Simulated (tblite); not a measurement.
# C14H12IO: the cost of one run

Programs: tblite 0.8.0 and PySCF 2.14.0, with routines of our own; each step states its level. All values are computed. Atoms count from 0.

## 1. The system as given

28 atoms, charge 1, multiplicity 1; geometry from: force field, distance geometry or constructed start.

## 2. Relaxing the molecule with GFN2-xTB

Job settings and geometry (Å):

```
{"job": {"kind": "relax", "xc": "GFN2-xTB", "basis": "xTB"}, "charge": 1, "multiplicity": 1}
C     -2.956900    -1.705200     1.924600
C     -2.125300    -1.373000     0.722700
O     -1.137400    -2.122200     0.458300
C     -2.475300    -0.246500    -0.177800
C     -3.832600     0.036900    -0.410700
C     -4.200000     1.076900    -1.275100
C     -3.215400     1.848300    -1.899600
C     -1.862700     1.583500    -1.659400
C     -1.481600     0.533000    -0.810900
I      0.591400     0.326000    -0.430700
C      2.655000     0.117600    -0.058700
C      3.565200     1.012400    -0.629000
C      4.931000     0.892900    -0.351500
C      5.392700    -0.120200     0.492200
C      4.477400    -1.002700     1.076500
C      3.111000    -0.885700     0.810600
H     -2.347700    -2.219400     2.694400
H     -3.373200    -0.777800     2.374200
H     -3.798000    -2.366800     1.626800
H     -4.611200    -0.550000     0.050400
H     -5.245400     1.289500    -1.453200
H     -3.501600     2.656400    -2.557500
H     -1.109800     2.201300    -2.129200
H      3.213800     1.797500    -1.285500
H      5.639300     1.585000    -0.801600
H      6.441800    -0.214200     0.708600
H      4.832900    -1.785500     1.738000
H      2.409900    -1.571600     1.261400
```

Command:

```console
$ OMP_NUM_THREADS=1 python large_run.py task.json out
```

The driver reads the jobs from task.json and runs them one after another.

Q: Estimate the wall time and peak memory of this first job on 1 thread of Arm Neoverse N1, shared host.

About 5.4 s, with a peak of 0.18 GiB.
